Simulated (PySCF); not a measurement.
# C₃H₁₄N₂Si₃: NMR shifts

Wanted: the NMR shifts of C₃H₁₄N₂Si₃ (`C=N[SiH2]N([SiH3])CC[SiH3]`), by calculation.

Programs: PySCF 2.14.0, with density-fitted response routines of our own. Each step states its level of theory. These are calculated values for one molecule in the gas phase, unless marked as measured. Atoms count from 0, in the outputs and in this text.

### 1 The starting structure

22 atoms, charge 0, multiplicity 1; geometry from: GFN2-xTB.

Bonds of the start (Å): C0–N1 1.25, N1–Si2 1.73, Si2–N3 1.74, N3–Si4 1.73, N3–C5 1.45, C5–C6 1.52, C6–Si7 1.89, C0–H8 1.09, C0–H9 1.09, Si2–H10 1.46, Si2–H11 1.46, Si4–H12 1.47, Si4–H13 1.46, Si4–H14 1.46, C5–H15 1.09, C5–H16 1.09, C6–H17 1.09, C6–H18 1.09, Si7–H19 1.47, Si7–H20 1.47, Si7–H21 1.47.

### 2 Nuclear shieldings: PBE0/pcSseg-1

The job: settings as JSON, then the geometry in Å.

```
{"job": {"kind": "nmr", "xc": "PBE0", "basis": "pcSseg-1"}, "charge": 0, "multiplicity": 1}
C      2.717591     1.042578    -1.648822
N      1.899202     1.140279    -0.713037
Si     1.809638     0.458758     0.874032
N      0.478936    -0.656358     0.911285
Si     0.659822    -2.303984     0.410657
C     -0.854236    -0.090839     0.923660
C     -1.361505     0.269802    -0.467180
Si    -3.087326     1.049867    -0.444571
H      3.664600     0.497232    -1.597880
H      2.504933     1.533627    -2.596573
H      2.968577    -0.298271     1.346528
H      1.485029     1.614650     1.704661
H      0.857614    -2.470807    -1.038439
H      1.830370    -2.824569     1.113602
H     -0.570062    -2.984598     0.813596
H     -1.535191    -0.815426     1.381284
H     -0.846855     0.803641     1.553060
H     -0.636850     0.943854    -0.926583
H     -1.371110    -0.638347    -1.074780
H     -3.095469     2.244961     0.402753
H     -4.058840     0.085647     0.080574
H     -3.469277     1.417691    -1.810245
```

Method: GIAO PBE0/pcSseg-1 NMR shielding, non-relativistic, gas phase.

Started as:

```sh
$ OMP_NUM_THREADS=1 python probes_run.py task.json out
```

The driver reads the jobs from task.json and runs them one after another.

Output:

```text
coarse grid: 18936 points
cycle   1  E = -1099.9096409478  dE =  5.916e-01  |g| = 5.633e-01  |ddm| = 4.161e+00
cycle   2  E = -1099.7893120757  dE =  1.203e-01  |g| = 9.163e-01  |ddm| = 1.397e+00
cycle   3  E = -1099.9801455429  dE = -1.908e-01  |g| = 1.141e-01  |ddm| = 9.737e-01
cycle   4  E = -1099.9826715868  dE = -2.526e-03  |g| = 4.647e-02  |ddm| = 1.106e-01
cycle   5  E = -1099.9831396952  dE = -4.681e-04  |g| = 1.384e-02  |ddm| = 4.286e-02
cycle   6  E = -1099.9831769020  dE = -3.721e-05  |g| = 4.987e-03  |ddm| = 1.614e-02
cycle   7  E = -1099.9831823258  dE = -5.424e-06  |g| = 7.182e-04  |ddm| = 4.965e-03
final grid: 166600 points
cycle   8  E = -1100.0251429924  dE = -3.289e-05  |g| = 8.097e-03  |ddm| = 2.836e-02
cycle   9  E = -1100.0251304331  dE =  1.256e-05  |g| = 1.082e-02  |ddm| = 1.822e-02
cycle  10  E = -1100.0251585975  dE = -2.816e-05  |g| = 1.613e-03  |ddm| = 1.108e-02
cycle  11  E = -1100.0251591502  dE = -5.527e-07  |g| = 4.116e-04  |ddm| = 1.354e-03
cycle  12  E = -1100.0251591857  dE = -3.556e-08  |g| = 1.090e-04  |ddm| = 3.756e-04
cycle  13  E = -1100.0251591880  dE = -2.295e-09  |g| = 4.711e-05  |ddm| = 1.382e-04
cycle  14  E = -1100.0251591885  dE = -4.602e-10  |g| = 1.055e-05  |ddm| = 4.922e-05
converged SCF energy = -1100.0251591885

GIAO shielding tensors (ppm)
atom      isotropic    diamagn.    paramagn.     s11        s22        s33       span
  0 C       16.967     251.413    -234.446    -73.373     -5.027    129.303    202.676
  1 N     -162.375     334.593    -496.968   -564.901   -193.414    271.189    836.089
  2 Si     377.437     883.203    -505.766    340.940    373.657    417.714     76.775
  3 N      220.315     330.799    -110.484    172.735    234.242    253.968     81.232
  4 Si     397.551     882.111    -484.560    342.872    374.385    475.396    132.524
  5 C      131.406     246.049    -114.642    108.224    119.753    166.242     58.018
  6 C      169.125     255.585     -86.460    153.162    167.015    187.197     34.035
  7 Si     426.910     879.847    -452.937    400.161    409.438    471.130     70.969
  8 H       23.073      28.672      -5.599     20.866     22.313     26.040      5.173
  9 H       23.164      29.947      -6.783     21.507     23.035     24.952      3.445
 10 H       26.508      30.808      -4.300     22.817     24.929     31.778      8.962
 11 H       26.348      30.992      -4.644     23.674     24.578     30.792      7.118
 12 H       26.940      31.552      -4.612     23.348     25.118     32.354      9.006
 13 H       26.982      30.584      -3.601     23.288     25.251     32.409      9.121
 14 H       27.193      31.061      -3.868     24.122     25.565     31.891      7.769
 15 H       28.485      33.251      -4.766     22.883     29.656     32.916     10.032
 16 H       28.218      33.418      -5.200     22.611     29.595     32.447      9.837
 17 H       29.815      34.617      -4.801     23.790     30.003     35.653     11.863
 18 H       30.793      34.582      -3.789     26.237     31.397     34.746      8.509
 19 H       27.985      28.889      -0.905     24.499     26.468     32.987      8.488
 20 H       28.019      28.808      -0.789     24.452     26.380     33.225      8.773
 21 H       27.871      28.461      -0.590     24.377     25.583     33.655      9.278
```

Run time: 3.8 min. Hardware: 1 thread of Intel Xeon at 2.50GHz, shared host; peak memory 1 GiB.

Shifts follow as δ = σ(reference) − σ, with reference shieldings (ppm) from runs at the same level and on the same kind of geometry: 1H TMS 31.72, 13C TMS 186.9, 29Si TMS 349.2, 15N NH3 267.7. The references are single molecules in the gas phase, so shifts against H2O, NH3, PH3, H3PO4 or CFCl3 are not on the usual liquid scales and can be off by tens of ppm. Atoms listed in one row are averaged.

| atoms | environment | σ (ppm) | δ (ppm) | δ scaled to CDCl3 |
| --- | --- | --- | --- | --- |
| C0 | C=N carbon | 17.0 | 170.0 | 164.0 |
| C5 | sp3 CH2 bonded to N | 131.4 | 55.5 | 52.3 |
| C6 | sp3 CH2 bonded to Si | 169.1 | 17.8 | 15.5 |
| H8 | hydrogen on a C=N carbon | 23.07 | 8.64 | 8.25 |
| H9 | hydrogen on a C=N carbon | 23.16 | 8.55 | 8.17 |
| H10, H11 | hydrogen on a silicon bonded to 2 N | 26.43 | 5.29 | – |
| H12, H13, H14 | hydrogen on a silicon bonded to N | 27.04 | 4.68 | – |
| H19, H20, H21 | hydrogen on a silicon bonded to C | 27.96 | 3.76 | – |
| H15, H16 | hydrogen on an sp3 CH2 bonded to N | 28.35 | 3.37 | 3.28 |
| H17, H18 | hydrogen on an sp3 CH2 bonded to Si | 30.30 | 1.41 | 1.44 |
| N1 | imine nitrogen | -162.4 | 430.1 | – |
| N3 | nitrogen bonded to C, 2 Si | 220.3 | 47.4 | – |
| Si2 | silicon bonded to 2 N, 2 H | 377.4 | -28.3 | – |
| Si4 | silicon bonded to N, 3 H | 397.6 | -48.4 | – |
| Si7 | silicon bonded to C, 3 H | 426.9 | -77.8 | – |

The scaled column applies a straight-line fit of computed shieldings to shifts measured in CDCl3 (root-mean-square error 0.16 ppm for H, 1.9 ppm for C).

Charges from the same density, by scheme (e):

| atoms | Mulliken | IAO | Hirshfeld | ESP fit |
| --- | --- | --- | --- | --- |
| C0 | 0.06 | -0.07 | 0.03 | 0.15 |
| N1 | -0.57 | -0.54 | -0.22 | -0.47 |
| Si2 | 0.87 | 0.98 | 0.39 | 0.68 |
| N3 | -0.91 | -0.76 | -0.26 | -0.49 |
| Si4 | 0.60 | 0.73 | 0.34 | 0.46 |
| C5 | 0.01 | -0.13 | -0.02 | -0.25 |
| C6 | -0.54 | -0.55 | -0.16 | -0.06 |
| Si7 | 0.48 | 0.59 | 0.31 | 0.29 |

Mayer bond orders: C0–N1 1.97, N1–Si2 0.92, Si2–N3 0.95, N3–Si4 0.93, N3–C5 0.92, C5–C6 1.02, C6–Si7 0.93.

The fields below are evaluated on a grid from the run's orbitals.

Frontier orbitals at PBE0/pcSseg-1, with the share of their density that lies nearest to each atom:

| orbital | energy (eV) | lies on |
| --- | --- | --- |
| HOMO | -6.88 | N3 35 %; N1 26 % |
| LUMO | -0.96 | C0 35 %; N1 30 %; H8, H9 about 9 % each |

ELF in a plane through or near 6 of the atoms.

Ten even steps from '0' (0.00) to '9' (1.00):
```
0000000000000000000000000000
0000000000000000000000000000
0000000000000352000000000000
0000000589413999600000000000
0000002999946999910000000000
0000002999812899200000000000
0000000589187140000001200000
0000000012111410000019993000
0000000000146401210069999100
0000000000013105655369998200
0000000001000025429305873000
0000299424531089868141410000
0000799958775089943369830000
0000699762545019501599940000
0000044578201000000278720000
0000000489400000000001000000
0000000145100000000000000000
0000000000000000000000000000
0000000000000000000000000000
0000000000000000000000000000
```
The map spans 13.3 Å across and 11.3 Å up, centred on the molecule. Atoms in the plane (x, y in Å): C0 (-2.6, -2.0), Si4 (-1.0, 2.1), C6 (1.4, -0.3), H8 (-3.6, -1.6), H14 (0.1, 3.0), H17 (0.7, -1.2).

On the surface of density 0.002 e/bohr³ the electrostatic potential runs, from the 1st to the 99th percentile, from -0.92 V near N1 to 1.13 V near H10.

### 3 Outcome

| quantity | value |
| --- | --- |
| 13C shifts against TMS (PBE0/pcSseg-1) | 170.0, 55.5, 17.8 ppm |
| 1H shifts against TMS (PBE0/pcSseg-1, means over atoms taken as alike) | 8.64, 8.55, 5.29, 4.68, 3.76, 3.37, 1.41 ppm |
| 15N shifts against NH3 (PBE0/pcSseg-1) | 430.1, 47.4 ppm |
| 29Si shifts against TMS (PBE0/pcSseg-1) | -28.3, -48.4, -77.8 ppm |
| surface potential, 1st and 99th percentile | -0.92 V and 1.13 V |

What this shows: At PBE0/pcSseg-1: The largest span, 836 ppm, is at N1, where the paramagnetic term is -497 ppm. By nearest atom (PBE0/pcSseg-1), the HOMO sits on N3 35 %; N1 26 % and the LUMO on C0 35 %; N1 30 %.
